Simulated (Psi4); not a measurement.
# GeF2 (SMILES [F][Ge][F]): OMP2/def2-TZVPP (density fitting for correlation)

What is the energy change on altering one bond length of GeF2 at OMP2/def2-TZVPP (density fitting for correlation)? 

Program for the calculation: Psi4 1.11.

1 further run of the same task is left out (it didn't finish).

### 1 The system as given

GeF2 has 3 atoms, charge 0, and is taken as a singlet. As SMILES, `[F][Ge][F]`. The coordinates come from a PBE0-D4/def2-TZVP relaxation.

Bond lengths: F1–Ge2 1.745 Å, Ge2–F3 1.745 Å. Angles: F1–Ge2–F3 97.2°.

### 2 The energy at OMP2/def2-TZVPP (density fitting for correlation)

job.inp

```
memory 1600 MB

molecule molecule1 {
  F     -0.675900    -1.101800    -0.497500
  Ge     0.637500    -0.295200     0.320200
  F      0.027600     1.332100     0.164100
  symmetry c1
  no_reorient
  no_com
}

set basis def2-TZVPP
set reference rhf
set puream true
set e_convergence 1e-09
set d_convergence 1e-08
set scf_type pk
set num_frozen_docc 11

energy("omp2")
print_variables()
```

On the command line:

```console
$ psi4 -i job.inp -o job.out -n 1
```

job.out:

```text
[...]
  Running in c1 symmetry.
[...]
  Nuclear repulsion =  191.062717603408316
[...]
  Multiplicity = 1
[...]
  Nalpha       = 25
  Nbeta        = 25
[...]
    Number of basis functions: 110
[...]
   @RHF iter   1: -2273.47359231417340   -3.89602e+00   2.32729e-02 DIIS/ADIIS
[...]
   @RHF iter  11: -2274.41538073611127   -3.18323e-12   3.83621e-09 DIIS
[...]
    Orbital Energies [Eh]
    ---------------------
    Doubly Occupied:
       1A   -405.302785     2A    -52.205969     3A    -46.293738
       4A    -46.292345     5A    -46.291683     6A    -26.269432
       7A    -26.269414     8A     -7.251628     9A     -5.227370
      10A     -5.223052    11A     -5.220393    12A     -1.712707
      13A     -1.709221    14A     -1.701157    15A     -1.697260
      16A     -1.692504    17A     -1.556290    18A     -1.528674
      19A     -0.757916    20A     -0.666623    21A     -0.652845
      22A     -0.642896    23A     -0.620277    24A     -0.610753
      25A     -0.431961
[...]
  @RHF Final Energy: -2274.41538073611127
   => Energetics <=
    Nuclear Repulsion Energy =            191.0627176034083163
    One-Electron Energy =               -3555.2984160677779073
    Two-Electron Energy =                1089.8203177282584875
    Total Energy =                      -2274.4153807361112740
[...]
 Multipole Moments:
 ------------------------------------------------------------------------------------
     Multipole            Electronic (a.u.)      Nuclear  (a.u.)        Total (a.u.)
 ------------------------------------------------------------------------------------
 L = 1.  Multiply by 2.5417464519 to convert [e a0] to [Debye]
 Dipole X            :        -26.6378624           27.5244279            0.8865655
 Dipole Y            :         13.5558616          -13.9342735           -0.3784119
 Dipole Z            :        -13.2437055           13.6925776            0.4488721
 Magnitude           :                                                    1.0633344
[...]
	Warning: cc_lambda option is changed to TRUE
	For this residual convergence, default PCG convergence is:     1.00e-07
[...]
	DF-MP2 Total Energy (a.u.)         : -2275.14357384969026
[...]
	DF-MP2 Total Energy (a.u.)         : -2275.16008728807492
[...]
	DF-OMP2 Total Energy (a.u.)        : -2275.16008728805582
[...]
```

It took 98 s on 1 thread of Intel Xeon Platinum 8259CL at 2.50GHz (Skylake/Cascade Lake), shared host; peak memory 0.5 GiB.

### 3 The distorted shape at the same level

f2ge.xyz

```xyz
3
F2Ge
F     -0.872912    -1.222792    -0.620157
Ge     0.637500    -0.295200     0.320200
F      0.027600     1.332100     0.164100
```

f2ge_ase.py

```python
import numpy as np
from ase.calculators.psi4 import Psi4
from ase.io import read

mol = read('f2ge.xyz')
calc = Psi4(atoms=mol, method='omp2', basis='def2-TZVPP', memory='1600MB', num_threads=1, charge=0, multiplicity=1, label='f2ge')
calc.psi4.set_options({'puream': True, 'e_convergence': 1e-09, 'd_convergence': 1e-08, 'scf_type': 'pk', 'num_frozen_docc': 11})
mol.calc = calc

print(f'energy: {mol.get_potential_energy():.6f} eV')
```

On the command line:

```console
$ python f2ge_ase.py
```

f2ge.dat:

```text
[...]
  Running in c1 symmetry.
[...]
  Nuclear repulsion =  178.498649610098283
[...]
  Multiplicity = 1
[...]
  Nalpha       = 25
  Nbeta        = 25
[...]
    Number of basis functions: 110
[...]
   @RHF iter   1: -2273.46558733571283   -4.20794e+00   2.31207e-02 ADIIS/DIIS
[...]
   @RHF iter  12: -2274.38744410447907   -4.54747e-12   3.54295e-09 DIIS
[...]
    Orbital Energies [Eh]
    ---------------------
    Doubly Occupied:
       1A   -405.333870     2A    -52.236221     3A    -46.323621
       4A    -46.322710     5A    -46.321790     6A    -26.288882
       7A    -26.217186     8A     -7.279430     9A     -5.254239
      10A     -5.249896    11A     -5.247669    12A     -1.736049
      13A     -1.728065    14A     -1.727548    15A     -1.724257
      16A     -1.719733    17A     -1.560420    18A     -1.469971
      19A     -0.749742    20A     -0.657361    21A     -0.649063
      22A     -0.609587    23A     -0.564974    24A     -0.564904
      25A     -0.453420
[...]
  @RHF Final Energy: -2274.38744410447907
   => Energetics <=
    Nuclear Repulsion Energy =            178.4986496100982833
    One-Electron Energy =               -3529.7909710120065938
    Two-Electron Energy =                1076.9048772974290387
    Total Energy =                      -2274.3874441044790728
[...]
 Multipole Moments:
 ------------------------------------------------------------------------------------
     Multipole            Electronic (a.u.)      Nuclear  (a.u.)        Total (a.u.)
 ------------------------------------------------------------------------------------
 L = 1.  Multiply by 2.5417464519 to convert [e a0] to [Debye]
 Dipole X            :          3.4867907           -2.0529072            1.4338835
 Dipole Y            :         -0.7077526            0.6774642           -0.0302883
 Dipole Z            :          1.8525641           -1.0616006            0.7909635
 Magnitude           :                                                    1.6378531
[...]
	Warning: cc_lambda option is changed to TRUE
	For this residual convergence, default PCG convergence is:     1.00e-07
[...]
	DF-MP2 Total Energy (a.u.)         : -2275.12143531608353
[...]
	DF-MP2 Total Energy (a.u.)         : -2275.13979298264667
[...]
	DF-OMP2 Total Energy (a.u.)        : -2275.13979298264894
[...]
```

The script printed:

```text
energy: -61909.707166 eV
```

It took 1.7 min on 1 thread of Intel Xeon Platinum 8259CL at 2.50GHz (Skylake/Cascade Lake), shared host; peak memory 0.54 GiB.

### 4 Results

Level: OMP2/def2-TZVPP (density fitting for correlation), 11 core orbitals frozen.

```
                                                          quantity           value
                                         first shape: total energy  -2275.16009 Eh
                  first shape: HOMO energy (Hartree–Fock orbitals)       -11.75 eV
                  first shape: LUMO energy (Hartree–Fock orbitals)         0.44 eV
                first shape: HOMO–LUMO gap (Hartree–Fock orbitals)        12.20 eV
         first shape: correlation energy (11 core orbitals frozen)      -744.7 mEh
                                     distorted shape: total energy  -2275.13979 Eh
              distorted shape: HOMO energy (Hartree–Fock orbitals)       -12.34 eV
              distorted shape: LUMO energy (Hartree–Fock orbitals)        -0.14 eV
            distorted shape: HOMO–LUMO gap (Hartree–Fock orbitals)        12.20 eV
     distorted shape: correlation energy (11 core orbitals frozen)      -752.3 mEh
energy change with the F1–Ge2 bond stretched from 1.745 to 2.007 Å        0.552 eV
```

What this shows: With the F1–Ge2 bond stretched from 1.745 to 2.007 Å the energy rises by 0.55 eV (12.7 kcal/mol). The first shape isn't relaxed at this level, so the change isn't measured from a minimum.
